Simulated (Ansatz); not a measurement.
# MgO: phonons and Grüneisen parameters

Aim: phonons by finite displacements on a 2×2×2 mesh of wavevectors, at three volumes, and the mode Grüneisen parameters. Runs: cell and atoms relaxed (PAW); reference run (PAW); volume scaled by 0.980 (PAW); volume scaled by 1.020 (PAW); mode Grüneisen parameters (PAW); linear response at the zone centre with the field response (PAW).

The COD entry's cell or inner coordinates are ideal or old and differ from later refinements, so a difference from it is no clean test against experiment.

Program: Ansatz 0.2.0. Level of theory: DFT r²SCAN, frozen-core PAW, scalar-relativistic unless said. These are calculated values, not measurements.

**1. The system as given**

The structure is cubic, space group Fm-3m (No. 225). The conventional cell has a = 4.217 Å, b = 4.217 Å, c = 4.217 Å, α = 90.00°, β = 90.00°, γ = 90.00°. Mg (site symmetry m-3m) is surrounded by 6 O at 2.11 Å. O (site symmetry m-3m) is surrounded by 6 Mg at 2.11 Å.

Coordinates:

```cif
data_structure
_symmetry_space_group_name_H-M 'Fm-3m'
_symmetry_Int_Tables_number 225
_cell_length_a 4.2170
_cell_length_b 4.2170
_cell_length_c 4.2170
_cell_angle_alpha 90.000
_cell_angle_beta 90.000
_cell_angle_gamma 90.000
_cell_volume 74.99
loop_
_atom_site_label
_atom_site_type_symbol
_atom_site_symmetry_multiplicity
_atom_site_Wyckoff_symbol
_atom_site_fract_x
_atom_site_fract_y
_atom_site_fract_z
_atom_site_occupancy
Mg1 Mg 4 a 0.00000 0.00000 0.00000 1
O1 O 4 b 0.50000 0.00000 0.00000 1
```

Cartesian axes are those of the input's lattice vectors. The structure goes back to a database entry.

**2. Cell and atoms relaxed, PAW**

The input, input.yaml:

```yaml
crystal:
  lattice:
    - [0.0, 2.1085, 2.1085]
    - [2.1085, 0.0, 2.1085]
    - [2.1085, 2.1085, 0.0]
  atoms:
    - { symbol: Mg, position: [0.0, 0.0, 0.0] }
    - { symbol: O, position: [0.5, 0.5, 0.5] }
kpoints:
  mp_grid: { grid: [16, 16, 16] }
scf:
  occupations: { method: fermi_dirac, width: 0.1 }
hamiltonian:
  xc: r2scan
  pseudopotentials: { kind: paw }
relax:
  f_tol: 0.002
  max_steps: 80
  cell: {}
output:
  forces: true
  stress: true
  write_density: true
  write_potential: true
  elf: true
  volumetric_format: npy
```

Started as:

```bash
$ ansatz run input.yaml --threads 1 --pin off --max-ram 3072MiB --backend cpu --events-out ev --progress --plain --runs-dir out
```

**3. Reference run, PAW**

The input, input.yaml:

```yaml
crystal:
  lattice:
    - [0.0, 2.10216644166, 2.10216644166]
    - [2.10216644166, 0.0, 2.10216644166]
    - [2.10216644166, 2.10216644166, 0.0]
  atoms:
    - { symbol: Mg, position: [0.0, 0.0, 0.0] }
    - { symbol: O, position: [0.5, 0.5, 0.5] }
kpoints:
  mp_grid: { grid: [8, 8, 8] }
scf:
  occupations: { method: fixed }
hamiltonian:
  xc: r2scan
  pseudopotentials: { kind: paw }
phonons:
  qmesh: [2, 2, 2]
  qpath:
    path:
      - [0.0, 0.0, 0.0]
      - [0.5, 0.0, 0.5]
      - [0.625, 0.25, 0.625]
      - [0.375, 0.375, 0.75]
      - [0.0, 0.0, 0.0]
      - [0.5, 0.5, 0.5]
      - [0.5, 0.25, 0.75]
      - [0.5, 0.0, 0.5]
    npoints: 6
  temperatures: { t_min: 0, t_max: 1000, t_step: 100 }
```

**4. Volume scaled by 0.980, PAW**

input.yaml: that of step 3 with these lines changed.

```diff
@@ -2,5 +2,5 @@
   lattice:
-    - [0.0, 2.10216644166, 2.10216644166]
-    - [2.10216644166, 0.0, 2.10216644166]
-    - [2.10216644166, 2.10216644166, 0.0]
+    - [0.0, 2.08805751694, 2.08805751694]
+    - [2.08805751694, 0.0, 2.08805751694]
+    - [2.08805751694, 2.08805751694, 0.0]
   atoms:
```

**5. Volume scaled by 1.020, PAW**

input.yaml: that of step 4 with these lines changed.

```diff
@@ -2,5 +2,5 @@
   lattice:
-    - [0.0, 2.08805751694, 2.08805751694]
-    - [2.08805751694, 0.0, 2.08805751694]
-    - [2.08805751694, 2.08805751694, 0.0]
+    - [0.0, 2.11608847945, 2.11608847945]
+    - [2.11608847945, 0.0, 2.11608847945]
+    - [2.11608847945, 2.11608847945, 0.0]
   atoms:
```

**7. Linear response at the zone centre with the field response, PAW**

The input, input.yaml:

```yaml
crystal:
  lattice:
    - [0.0, 2.10216644166, 2.10216644166]
    - [2.10216644166, 0.0, 2.10216644166]
    - [2.10216644166, 2.10216644166, 0.0]
  atoms:
    - { symbol: Mg, position: [0.0, 0.0, 0.0] }
    - { symbol: O, position: [0.5, 0.5, 0.5] }
kpoints:
  mp_grid: { grid: [8, 8, 8] }
scf:
  occupations: { method: fixed }
hamiltonian:
  xc: r2scan
  pseudopotentials: { kind: paw }
phonons:
  method: dfpt
  dielectric: true
  rigid_motions: translations
```

(Steps that only read results are left out.)

**Question.** What will these runs give? Wanted: highest mode on the mesh, without the LO shift; optical modes at Γ; ε∞.

**Answer**, as computed:

```
                                            quantity             value
highest mode on the mesh, without the LO shift (PAW)          581 cm⁻¹
                                  optical modes at Γ    399 (T1u) cm⁻¹
             mean Grüneisen parameter at 300 K (PAW)              1.63
                                                  ε∞  3.00, 3.00, 3.00
```

In words: No mode on the mesh is unstable; the highest lies at 581 cm⁻¹ by PAW. Weighted by heat capacity at 300 K the mean Grüneisen parameter of the sampled modes is 1.63, which points to expansion on heating. With the field of the polar modes, the highest mode near Γ lies at 719 cm⁻¹. Each set of modes is computed in the harmonic approximation. Cautions: frozen-core PAW files fitted under PBE, their cores solved anew for the functional of the run.
